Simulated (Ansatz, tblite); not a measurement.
# C₂₁H₁₂N₂S₆: one state, many levels

Aim: run the singlet of C₂₁H₁₂N₂S₆ at one geometry on many levels, and compare frontier levels, spin and run time.

Method: as each input shows; program: Ansatz 0.2.0, Gaussian basis.

The runs, in order: GFN1-xTB, GFN2-xTB, PBE-D4/def2-TZVP, r2SCAN-D4/def2-TZVP, PBE-D4/def2-SVP, PBE0-D4/def2-SVP.

1 further run of the same task is left out (set aside as unsound or not needed).

## Step 1: The structure

The singlet was relaxed beforehand with PBE-D4/def2-SVP.

SMILES `CN(C)c1cc2sc(-c3cc4sc(-c5cc6sc(C#N)cc6s5)cc4s3)cc2s1`, 41 atoms, charge 0, spin multiplicity 1.

Bond lengths: C1–N2 1.450 Å, C1–H30 1.112 Å, C1–H31 1.118 Å, C1–H32 1.107 Å, N2–C3 1.449 Å, N2–C4 1.373 Å, C3–H33 1.106 Å, C3–H34 1.117 Å, C3–H35 1.110 Å, C4–C5 1.399 Å, C4–S29 1.777 Å, C5–C6 1.420 Å, C5–H36 1.095 Å, C6–S7 1.739 Å, C6–C28 1.408 Å, S7–C8 1.773 Å, C8–C9 1.437 Å, C8–C27 1.398 Å and more. Angles: N2–C1–H30 110.1°, N2–C1–H31 113.2°, N2–C1–H32 109.4°, H30–C1–H31 107.9°, H30–C1–H32 107.4°, H31–C1–H32 108.5°, C1–N2–C3 119.0°, C1–N2–C4 119.9°, C3–N2–C4 117.7°, N2–C3–H33 109.3°, N2–C3–H34 112.8°, N2–C3–H35 110.3°, H33–C3–H34 108.5°, H33–C3–H35 107.9°, H34–C3–H35 107.9°, N2–C4–C5 128.1°, N2–C4–S29 119.5°, C5–C4–S29 112.4° and more.

PBE0-D4/def2-TZVP was run before; its log isn't repeated, and its numbers join the tables.

## Step 2: GFN1-xTB

Tight binding, by tblite at 300 K electronic temperature and without a spin-polarisation term:

```python
tblite.interface.Calculator('GFN1-xTB', numbers, positions, charge=0, uhf=0).singlepoint()
```

Energy -2159.8911 eV, HOMO -9.99 eV, LUMO -8.66 eV; 0.13 s.

## Step 3: GFN2-xTB

Tight binding, by tblite at 300 K electronic temperature and without a spin-polarisation term:

```python
tblite.interface.Calculator('GFN2-xTB', numbers, positions, charge=0, uhf=0).singlepoint()
```

Energy -2078.1510 eV, HOMO -9.57 eV, LUMO -8.33 eV; 0.15 s.

## Step 4: PBE-D4/def2-TZVP

start.molden holds the orbitals of an earlier run on this state, given as this run's starting guess.

Contents of in.yaml:

```yaml
crystal:
  periodic: [false, false, false]
  atoms:
    - {symbol: C, position_ang: [-8.589526, -1.765796, -0.377091]}
    - {symbol: N, position_ang: [-7.932468, -0.629287, 0.237767]}
    - {symbol: C, position_ang: [-8.644400, 0.136840, 1.241085]}
    - {symbol: C, position_ang: [-6.562252, -0.538876, 0.218199]}
    - {symbol: C, position_ang: [-5.742810, 0.309647, 0.969987]}
    - {symbol: C, position_ang: [-4.378164, 0.140915, 0.615632]}
    - {symbol: S, position_ang: [-2.885027, 0.864515, 1.137058]}
    - {symbol: C, position_ang: [-1.945096, -0.155973, 0.033007]}
    - {symbol: C, position_ang: [-0.514428, -0.027002, -0.015778]}
    - {symbol: C, position_ang: [0.316663, 0.765208, 0.783339]}
    - {symbol: C, position_ang: [1.677662, 0.622878, 0.426250]}
    - {symbol: S, position_ang: [3.174792, 1.298159, 1.000749]}
    - {symbol: C, position_ang: [4.101394, 0.373878, -0.191869]}
    - {symbol: C, position_ang: [5.533491, 0.502687, -0.240279]}
    - {symbol: C, position_ang: [6.362627, 1.279297, 0.573919]}
    - {symbol: C, position_ang: [7.725520, 1.141146, 0.216130]}
    - {symbol: S, position_ang: [9.216631, 1.807119, 0.807590]}
    - {symbol: C, position_ang: [10.133827, 0.904177, -0.405642]}
    - {symbol: C, position_ang: [11.540639, 1.024671, -0.457759]}
    - {symbol: N, position_ang: [12.712819, 1.130981, -0.493866]}
    - {symbol: C, position_ang: [9.314007, 0.124006, -1.225916]}
    - {symbol: C, position_ang: [7.954792, 0.263603, -0.868725]}
    - {symbol: S, position_ang: [6.453296, -0.399215, -1.454348]}
    - {symbol: C, position_ang: [3.271071, -0.417234, -0.991961]}
    - {symbol: C, position_ang: [1.910579, -0.272847, -0.641044]}
    - {symbol: S, position_ang: [0.408880, -0.943848, -1.217828]}
    - {symbol: C, position_ang: [-2.772817, -1.009015, -0.702884]}
    - {symbol: C, position_ang: [-4.134857, -0.834415, -0.370585]}
    - {symbol: S, position_ang: [-5.633504, -1.573728, -0.887817]}
    - {symbol: H, position_ang: [-8.177459, -1.941352, -1.394381]}
    - {symbol: H, position_ang: [-8.474695, -2.711265, 0.207854]}
    - {symbol: H, position_ang: [-9.670014, -1.550737, -0.489045]}
    - {symbol: H, position_ang: [-9.731206, 0.077300, 1.043412]}
    - {symbol: H, position_ang: [-8.452843, -0.226143, 2.279460]}
    - {symbol: H, position_ang: [-8.346675, 1.204900, 1.193105]}
    - {symbol: H, position_ang: [-6.113416, 1.004931, 1.730549]}
    - {symbol: H, position_ang: [-0.064170, 1.405213, 1.589832]}
    - {symbol: H, position_ang: [5.981719, 1.910282, 1.387404]}
    - {symbol: H, position_ang: [9.708856, -0.503819, -2.034140]}
    - {symbol: H, position_ang: [3.653140, -1.065900, -1.791563]}
    - {symbol: H, position_ang: [-2.386548, -1.725904, -1.439810]}
basis:
  gaussian: {orbitals: def2-TZVP, fitting: {mean_field: def2-universal-jkfit}, initial_orbitals: start.molden}
hamiltonian: {xc: pbe, dispersion: d4}
scf: {omitted_lower_state_checks: [starts]}
output: {orbitals: {seedname: orbitals}}
```

On the command line:

```sh
ansatz run in.yaml --threads 2 --pin off --events-out ev --progress --plain --max-ram 32768MiB --backend cuda --devices 0, --max-vram 18GiB
```

Further steps of the session: r2SCAN-D4/def2-TZVP; PBE-D4/def2-SVP; PBE0-D4/def2-SVP.

Q: Predict the results of all the runs planned. Wanted: gap in def2-TZVP, named functionals, smallest and largest; binding an atom, functionals in def2-TZVP; PBE0 total energy, smallest basis above largest.

As calculated:

```
                                                 quantity                                 value
gap in def2-TZVP, named functionals, smallest and largest   1.44 eV (PBE-D4), 2.64 eV (PBE0-D4)
                binding an atom, functionals in def2-TZVP  5.11 (r2SCAN-D4) to 5.34 eV (PBE-D4)
          PBE0 total energy, smallest basis above largest        48.95 eV (def2-SVP, def2-TZVP)
```

What this shows: Over the named functionals in def2-TZVP the gap runs from 1.44 eV (PBE-D4) to 2.64 eV (PBE0-D4); exact exchange widens it.
